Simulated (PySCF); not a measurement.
**TlZn+: from the state search to spectroscopic constants**

Aim: find the lowest electronic state of TlZn+, scan its bond at several levels of theory, and get bond length, wavenumber and dissociation energy from each curve.

Program: PySCF 2.14.0. Level of theory: Tl def2-SVP with ECP60, Zn def2-SVP, scalar-relativistic core potentials. These are calculated values, not measurements.

## Step 1: Input

A driver script around PySCF takes these settings:

* atoms: Tl, Zn
* charge: 1
* basis: Tl def2-SVP with ECP60, Zn def2-SVP
* Hamiltonian: scalar-relativistic core potentials
* basis functions: 57
* electrons treated: 50
* masses in u: 204.9744, 63.9291
* levels: PBE0, PBE, r²SCAN, M06, TPSS, LDA, HF, MP2, SCS-MP2, CCSD, CCSD(T)
* grid: 80 radial by 434 angular points
* occupations: held fixed by the projection of orbital angular momentum
* dissociation limit: Tl+ + Zn, each in its ground configuration
* starting distance in angstrom: 2.720
* values of 2S to try: 0, 2

Launch:

```bash
$ OMP_NUM_THREADS=1 python dia.py task.json out
```

Further steps of the session: PBE0 along the bond; Higher solutions at PBE0; PBE; r²SCAN (meta-GGA); M06 (hybrid meta-GGA); TPSS (meta-GGA); LDA; RHF; Adding correlation.

**Question.** What will these runs give? Wanted: for each run, Re; ωe; De; μ.

The runs gave:

Lowest PBE0 solution found, without spin–orbit coupling: ¹Σ⁺ (singlet), closed shell. State 2 has its PBE0 minimum 2.79 eV higher. The other levels ran on the lowest alone.

```
      level  Re (Å)  ωe (cm⁻¹)  De (eV)  μ (D)
        RHF   3.429       65.2    0.305   0.62
    RHF-MP2   3.142       89.2     0.53    n/a
RHF-SCS-MP2   3.198       83.3    0.463    n/a
   RHF-CCSD   3.201       82.3    0.438    n/a
RHF-CCSD(T)   3.177       84.8    0.462    n/a
        LDA   2.939      106.7     0.88   1.61
        PBE   3.085       91.2     0.68   1.41
       TPSS   3.065       92.8     0.69   1.62
     r²SCAN   3.048       94.9     0.68   1.59
       PBE0   3.113       90.2     0.62   1.43
        M06   3.126       87.9     0.51   0.35
```

De is counted to Tl+ + Zn in their ground configurations. A positive dipole points from Tl to Zn; in an ion it is taken about the centre of mass and does not tell which atom is negative.

In words: Bond lengths run from 2.939 Å (LDA) to 3.429 Å (RHF). CCSD(T) can't serve as the judge here: for a weak bond in this basis it is far from its limit. Of the levels with a De here, RHF gives the least (0.305 eV) and LDA the most (0.88 eV).

Correlated steps freeze 9 core orbitals. Spin–orbit coupling is left out.
